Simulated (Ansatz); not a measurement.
# CH2BSe: the cost of one run

All numbers below are computed with Ansatz 0.2.0 (RKS PBE-D4/def2-SVP).

### 1 The system as given

Bond lengths: C1–B2 1.439 Å, B2–Se3 1.733 Å, C1–H4 1.086 Å, C1–H5 1.086 Å. Angles: C1–B2–Se3 179.5°, B2–C1–H4 124.3°, B2–C1–H5 123.9°, H4–C1–H5 111.8°.

Structure file:

```xyz
5

C    -0.2840    0.5314   -0.3123
B     0.3234   -0.5904    0.3538
Se    1.0447   -1.9503    1.1501
H    -0.0732    1.5705   -0.0778
H    -1.0109    0.4388   -1.1139
```

### 2 Relaxing end A

Input file input.yaml:

```yaml
crystal:
  periodic: [false, false, false]
  atoms:
    - { symbol: C, position_ang: [-0.28396, 0.53141, -0.31225] }
    - { symbol: B, position_ang: [0.32335, -0.59039, 0.35385] }
    - { symbol: Se, position_ang: [1.0447, -1.9503, 1.15005] }
    - { symbol: H, position_ang: [-0.07316, 1.5705, -0.07781] }
    - { symbol: H, position_ang: [-1.01092, 0.43877, -1.11385] }
total_charge: 1
basis:
  gaussian: { orbitals: def2-SVP }
hamiltonian:
  xc: pbe
  dispersion: d4
relax:
  f_tol: 0.02
  max_steps: 50
```

Command:

```console
$ ansatz run input.yaml --threads 1 --pin off --max-ram 2048MiB --backend cpu --events-out ev --progress --plain --runs-dir out
```

What time and memory should one allow on 1 thread of Arm Neoverse N1, shared host?

About 16 s, with a peak of 0.13 GiB.
